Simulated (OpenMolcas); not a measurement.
# Fe²⁺ in NaF: CASSCF and CASPT2 levels and susceptibility

Which state of Fe²⁺ lies lowest among these ligands, how large is the field, and what χT follows?

Method: state-averaged CASSCF and CASPT2, spin-orbit coupling by RASSI with atomic mean-field integrals. Code: OpenMolcas 26.06.

### Step 1. What is computed

| Item | Value |
| --- | --- |
| Species | Fe²⁺ (iron, Z = 26, 24 electrons) |
| Basis | ANO-RCC-VDZP [5s4p2d1f], 142 functions with the ligands |
| Scalar Hamiltonian | DKH2, point nucleus |
| Inactive shells | 1s 2s 2p 3s 3p of the metal, and all ligand shells |
| Active space | 6 electrons in 5 orbitals (3d) |
| Some configurations of this space | 3d6 |
| Orbitals | optimised for each spin and parity, averaged over all roots |

Outer shells as boxes (Hund's rule):

3d6
```
3d [↑↓][↑ ][↑ ][↑ ][↑ ]
```

Fe²⁺ is taken with its 6 nearest fluoride ions at 2.074 Å, on the cation site of NaF (a = 4.634 Å). The rest of the host is ab initio model potentials to 7.6 Å, with orthogonalisation functions on the cations behind the ligands, and point charges beyond; the distance is set by hand, nothing relaxes, and no local charge compensation is placed. Ligand basis ANO-RCC-VDZP.

```xyz
19

Fe    0.0000    0.0000    0.0000
F     2.0740    0.0000    0.0000
F     0.0000    2.0740    0.0000
F    -2.0740    0.0000    0.0000
F     0.0000   -2.0740    0.0000
F     0.0000    0.0000    2.0740
F     0.0000    0.0000   -2.0740
Na    0.0000    2.3170   -2.3170
Na    0.0000   -2.3170    2.3170
Na    0.0000    2.3170    2.3170
Na    0.0000   -2.3170   -2.3170
Na    2.3170   -2.3170    0.0000
Na   -2.3170    2.3170    0.0000
Na    2.3170    0.0000   -2.3170
Na   -2.3170    0.0000    2.3170
Na    2.3170    0.0000    2.3170
Na   -2.3170    0.0000   -2.3170
Na    2.3170    2.3170    0.0000
Na   -2.3170   -2.3170    0.0000
```

Each step is its own input file, run in one work folder so that later steps find the files of earlier ones. Labels, J, g values, rates, χT and fits are worked out afterwards by a script from the matrices that RASSI stores.

### Step 2. GATEWAY and SEWARD: basis and integrals

File a.inp:

```
&GATEWAY
Basis set
Fe.ANO-RCC-VDZP.
Fe1 0.0 0.0 0.0 Angstrom
End of basis
Basis set
F.ANO-RCC-VDZP.
L1 2.074000 0.000000 0.000000 Angstrom
L2 0.000000 2.074000 0.000000 Angstrom
L3 0.000000 0.000000 2.074000 Angstrom
End of basis
Basis set
Na.EMB-AIMP.Seijo.6s3p.1s1p.ECP.NaF.
PseudoCharge
* 3 symmetry-unique lattice sites within 7.6 angstrom
End of basis
Basis set
Na.EMB-AIMP.Seijo.0s.0s.ECP.NaF.
PseudoCharge
* 36 symmetry-unique lattice sites within 7.6 angstrom
End of basis
Basis set
F.EMB-AIMP.Seijo.0s.0s.ECP.NaF.
PseudoCharge
* 31 symmetry-unique lattice sites within 7.6 angstrom
End of basis
Symmetry
XYZ
AngMom=0.0 0.0 0.0
AMFI
RICD
XField
1025 Angstrom 0
* Evjen-weighted lattice charges
&SEWARD
```

On the command line:

```console
$ OMP_NUM_THREADS=1 MOLCAS_MEM=2457 MOLCAS_PROJECT=a pymolcas a.inp > a.log
```

### Step 3. Reference wave functions, quintets, 5 roots

File a.inp:

```
&RASSCF
FileOrb=start.orb
Symmetry=1
Spin=5
nActEl=6 0 0
Inactive=18 21
Ras2=5 0
CIRoot=5 5 1
SDav=5
CIMx=300
Iter=150 100
PrWF=0.3
OrbListing=Nothing
MaxOrb=0
LevShft=1.0
>>> COPY $Project.JobIph JOB001
```

start.orb holds start orbitals that the driver prepared beforehand, or those of the step before.

### Step 4. CASSCF: triplets, 45 roots

File a.inp:

```
&RASSCF
FileOrb=start.orb
Symmetry=1
Spin=3
nActEl=6 0 0
Inactive=18 21
Ras2=5 0
CIRoot=45 45 1
SDav=45
CIMx=300
Iter=150 100
PrWF=0.3
OrbListing=Nothing
MaxOrb=0
LevShft=1.0
>>> COPY $Project.JobIph JOB002
```

### Step 5. CASSCF: singlets, 50 roots

File a.inp:

```
&RASSCF
FileOrb=start.orb
Symmetry=1
Spin=1
nActEl=6 0 0
Inactive=18 21
Ras2=5 0
CIRoot=50 50 1
SDav=50
CIMx=300
Iter=150 100
PrWF=0.3
OrbListing=Nothing
MaxOrb=0
LevShft=1.0
>>> COPY $Project.JobIph JOB003
```

### Step 6. RASSI: spin-orbit coupling between the states

File a.inp:

```
&RASSI
NrOfJobIphs=3 5 45 50
1 2 3 4 5
1 2 3 4 5 6 7 8 9 10 11 12 13 14 15 16 17 18 19 20 21 22 23 24 25 26 27
28 29 30 31 32 33 34 35 36 37 38 39 40 41 42 43 44 45
1 2 3 4 5 6 7 8 9 10 11 12 13 14 15 16 17 18 19 20 21 22 23 24 25 26 27
28 29 30 31 32 33 34 35 36 37 38 39 40 41 42 43 44 45 46 47 48 49 50
IphNames
JOB001
JOB002
JOB003
EJob
SpinOrbit
DIPRint=1.0
SOCoupling=1000.0
Subsets=2
Property=9
'ANGMOM' 1 'ANGMOM' 2 'ANGMOM' 3 'MLTPL  1' 1 'MLTPL  1' 2 'MLTPL  1' 3
'AMFI' 1 'AMFI' 2 'AMFI' 3
SOProperty=3
'ANGMOM' 1 'ANGMOM' 2 'ANGMOM' 3
```

### Step 7. CASPT2: IPEA 0.25, imaginary shift 0.1 (closed shells correlated: 3s 3p of the metal, with ligand shells; the Frozen line counts the rest)

File a.inp:

```
>>> COPY JOB001 $Project.JobIph
&CASPT2
Multistate=5 1 2 3 4 5
NoMult
Frozen=5 6
IPEA=0.25
Imaginary=0.1
MaxIter=60
WThr=0.0 0.3 0.05
PrWF=0.5
NoMix
>>> COPY JOB002 $Project.JobIph
&CASPT2
Multistate=45 1 2 3 4 5 6 7 8 9 10 11 12 13 14 15 16 17 18 19 20 21 22
23 24 25 26 27 28 29 30 31 32 33 34 35 36 37 38 39 40 41 42 43 44 45
NoMult
Frozen=5 6
IPEA=0.25
Imaginary=0.1
MaxIter=60
WThr=0.0 0.3 0.05
PrWF=0.5
NoMix
>>> COPY JOB003 $Project.JobIph
&CASPT2
Multistate=50 1 2 3 4 5 6 7 8 9 10 11 12 13 14 15 16 17 18 19 20 21 22
23 24 25 26 27 28 29 30 31 32 33 34 35 36 37 38 39 40 41 42 43 44 45 46
47 48 49 50
NoMult
Frozen=5 6
IPEA=0.25
Imaginary=0.1
MaxIter=60
WThr=0.0 0.3 0.05
PrWF=0.5
NoMix
```

(Steps that only read results are left out.)

Q: Predict the outcome of this session. Wanted: spin-free ground state; first state of the same spin within the active space; lowest level; next level.

The runs gave:

```
                                            quantity                                                                                                                                          value
                                              method  SS-CASPT2, IPEA 0.25, imaginary shift 0.1 (closed shells correlated: 3s 3p of the metal, with ligand shells; the Frozen line counts the rest)
                              spin-free ground state                                                                                                                5T2, 3-fold in its orbital part
first state of the same spin within the active space                                                                                                                               5E at 10100 cm⁻¹
                                        lowest level                                                                                                                                      3-fold T2
                                          next level                                                                                                                                     192.8 cm⁻¹
                                         χT at 300 K                                                                                                                                 4.06 cm³ K/mol
                           effective moment at 300 K                                                                                                                                        5.70 μB
```

Cost by method:

```csv
method,time of its own steps,time with the reference
A. CASSCF,62 s,62 s
"B. SS-CASPT2, IPEA 0.25, imaginary shift 0.1, +3s 3p",8.6 min,9.6 min
```

Times are of one thread on a shared host.

The spin-free ground state (5T2) comes to 100 % from free-ion D terms and keeps the highest spin of the shell. χT at 300 K is 4.06, against 3.01 cm³ K/mol for the spin alone, so orbital moment adds to it. An active space of the d shell alone favours high spin; real ions in strong fields can be low spin. CASPT2 does not keep the components of a term degenerate, and the means are used. With metal d orbitals alone active, the gaps between spin states are rough; where two lie within a few thousand cm-1, their order is open. With one d shell, CASPT2 may overshoot the field of a late 3d ion.
